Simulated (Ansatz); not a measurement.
# CH₂O₂Si: small, medium and large basis sets

The task here is to estimate one member of a computed series from the others.

Program: Ansatz 0.2.0, Gaussian basis. Level of theory: one geometry, several basis sets. These are calculated values, not measurements.

Levels to be run: PBE0-D4/def2-SVP; ωB97M-V/def2-SVP; PBE0-D4/def2-QZVPP; ωB97M-V/def2-QZVPP; the functionals' def2-TZVPP values are taken from earlier runs.

## The geometry

The geometry comes from an earlier relaxation with PBE0-D4 in a triple-zeta def2 set; it is a stationary point.

SMILES `O=C1O[SiH2]1`, 6 atoms, charge 0, spin multiplicity 1.

Atoms are counted from 1 here; the program's logs count them from 0.

Bond lengths: O1–C2 1.180 Å, C2–O3 1.369 Å, C2–Si4 1.819 Å, O3–Si4 1.720 Å, Si4–H5 1.478 Å, Si4–H6 1.478 Å. Angles: O1–C2–O3 131.0°, O1–C2–Si4 165.6°, O3–C2–Si4 63.5°, C2–O3–Si4 71.1°, C2–Si4–O3 45.4°, C2–Si4–H5 123.4°, C2–Si4–H6 123.4°, O3–Si4–H5 115.4°, O3–Si4–H6 115.4°, H5–Si4–H6 112.8°.

Set-up of the first run:

in.yaml

```yaml
crystal:
  periodic: [false, false, false]
  atoms:
    - {symbol: O, position_ang: [1.262371, -1.666579, 0.916653]}
    - {symbol: C, position_ang: [0.559832, -0.862170, 0.414520]}
    - {symbol: O, position_ang: [-0.629737, -0.998145, -0.249641]}
    - {symbol: Si, position_ang: [-0.201567, 0.667204, -0.211303]}
    - {symbol: H, position_ang: [0.133837, 1.265883, -1.520621]}
    - {symbol: H, position_ang: [-1.082637, 1.529708, 0.604192]}
basis:
  gaussian: {orbitals: def2-SVP}
hamiltonian: {xc: pbe0, dispersion: d4}
output: {orbitals: {seedname: orbitals}}
```

On the command line:

```bash
$ ansatz run in.yaml --threads 2 --pin off --events-out ev --progress --plain --max-ram 4352MiB
```

Steps of the session up to this table: PBE0-D4 in def2-SVP; ωB97M-V in def2-SVP; PBE0-D4 in def2-QZVPP; ωB97M-V in def2-QZVPP.

One table of the session follows, with a row left open; its other results are not shown here.

| functional | basis | HOMO (eV) |
| --- | --- | --- |
| PBE0-D4 | def2-SVP | -7.41 |
| PBE0-D4 | def2-TZVPP | -7.49 |
| PBE0-D4 | def2-QZVPP | -7.53 |
| ωB97M-V | def2-SVP | ? |
| ωB97M-V | def2-TZVPP | -9.71 |
| ωB97M-V | def2-QZVPP | -9.74 |

Q: Estimate the row for ωB97M-V, def2-SVP from the others.

As computed: HOMO (eV): -9.59. In the column «HOMO (eV)» it lies between ωB97M-V, def2-TZVPP (-9.71) and PBE0-D4, def2-QZVPP (-7.53).
